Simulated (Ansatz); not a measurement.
**SrTl: pressure up to the limit of the methods**

One table from this session's results is given with a row withheld; the runs are named, their logs left out.

Program: Ansatz 0.2.0. Level of theory: DFT, LDA, PAW with Ansatz's default frozen-core files, scalar-relativistic. These are calculated values, not measurements.

1 further run of the same task is left out (it didn't finish).

## Starting point

The structure is cubic, space group Pm-3m (No. 221). Conventional cell: a = 4.063 Å, b = 4.063 Å, c = 4.063 Å, α = 90.00°, β = 90.00°, γ = 90.00°. Sr (site symmetry m-3m) has 8 Tl at 3.52 Å as nearest neighbours. Tl (site symmetry m-3m) is surrounded by 8 Sr at 3.52 Å.

Coordinates:

```
Sr Tl
1.0
     4.06285    0.00000    0.00000
     0.00000    4.06285    0.00000
     0.00000    0.00000    4.06285
Sr Tl
1 1
Direct
  0.00000 0.00000 0.00000
  0.50000 0.50000 0.50000
```

Whether this phase is the stable one at these pressures isn't tested.

Atoms are numbered in the order of the input: Sr1, Tl2.

Set-up of the first run:

Input file input.yaml:

```yaml
crystal:
  lattice:
    - [4.06285299, 0.0, 0.0]
    - [0.0, 4.06285299, 0.0]
    - [0.0, 0.0, 4.06285299]
  atoms:
    - { symbol: Sr, position: [0.0, 0.0, 0.0] }
    - { symbol: Tl, position: [0.5, 0.5, 0.5] }
kpoints:
  mp_grid: { grid: [9, 9, 9] }
  band_path:
    path:
      - [0.0, 0.0, 0.0]
      - [0.0, 0.5, 0.0]
      - [0.5, 0.5, 0.0]
      - [0.0, 0.0, 0.0]
      - [0.5, 0.5, 0.5]
      - [0.0, 0.5, 0.0]
      - [0.5, 0.5, 0.5]
      - [0.5, 0.5, 0.0]
    npoints: 6
scf:
  occupations: { method: fermi_dirac, width: 0.05 }
hamiltonian:
  xc: lda
  pseudopotentials: { kind: paw }
output:
  forces: true
  stress: true
  eigenvalues: true
  efg: { contact_densities: true }
  populations: true
```

On the command line:

```sh
ansatz run input.yaml --threads 1 --pin off --max-ram 2048MiB --backend cpu --events-out ev --progress --plain --runs-dir out
```

Among the steps run: Volume scaled by 1, PAW; Volume scaled by 0.85, PAW; Volume scaled by 0.65, PAW; Volume scaled by 0.4, PAW.

One table of the session follows, with a row left open; its other results are not shown here.

```
method  volume over the first  volume (Å³/atom)  pressure (GPa)
   PAW                      1                 ?               ?
   PAW                   0.85            28.502            3.30
   PAW                   0.65            21.796           27.87
   PAW                    0.4            13.413          188.70
```

Estimate the missing values for PAW, 1.

As computed: volume (Å³/atom): 33.532; pressure (GPa): -2.29. In the column «volume (Å³/atom)» it is the highest.

Limits of these values: Warnings in the runs' records: gradients without spin orbit.
